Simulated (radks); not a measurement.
**Kr in [Ar] 3d10 4p6 4d2: an all-electron calculation**

An exercise on one series of results from a longer session: the logs are not shown, and one member is left open.

Program: radks (a radial shooting solver on a logarithmic mesh, Libxc functionals) version 1. Level of theory: scalar-relativistic Kohn-Sham, PBEsol, spin-unpolarised, spherical densities, finite nucleus. These are calculated values, not measurements, unless marked.

## The atom as given

| Property | Result |
| --- | --- |
| element | krypton (Z = 36) |
| charge | 0 |
| electrons | 36 |
| configuration | [Ar] 3d10 4p6 4d2 |
| nuclear rms radius | 4.1884 fm |

The outer shells:

Kr
```
[Ar] core
3d [↑↓][↑↓][↑↓][↑↓][↑↓]
4p [↑↓][↑↓][↑↓]
4d [↑ ][↑ ][  ][  ][  ]
```

The first run:

Input:

```text
Z 36
configuration [Ar] 3d10 4p6 4d2 4s0 5p0
relativity scalar-relativistic
functional pbe_sol,pbe_sol
spin unpolarised
nucleus finite rms 4.1884 fm
c 137.035999084
```

Steps of the session up to this table: Self-consistent calculation.

One of the session's tables, all rows but one given; the rest of the session is left out.

It belongs to the step «Orbitals and density». Sizes of the orbitals, from the radial functions (bohr):

| level | <r> | outermost maximum (interpolated) | 90 % within | nodes |
| --- | --- | --- | --- | --- |
| 1s | 0.04151 | 0.0271 | 0.0742 | 0 |
| 2s | 0.1836 | 0.154 | 0.284 | 1 |
| 2p | 0.1602 | 0.123 | 0.261 | 0 |
| 3s | 0.5304 | 0.467 | 0.789 | 2 |
| 3p | 0.5403 | 0.463 | 0.823 | 1 |
| 3d | ? | ? | ? | ? |
| 4s | 1.502 | 1.31 | 2.21 | 3 |
| 4p | 1.759 | 1.48 | 2.65 | 2 |
| 5p | 6.878 | 5.72 | 10.4 | 3 |
| 4d | 4.455 | 2.57 | 7.85 | 1 |

**Question.** Estimate the row for 3d.

The run gave: <r>: 0.5537; outermost maximum (interpolated): 0.411; 90 % within: 0.906; nodes: 0. In the column «<r>» it lies between 3p (0.5403) and 4s (1.502).
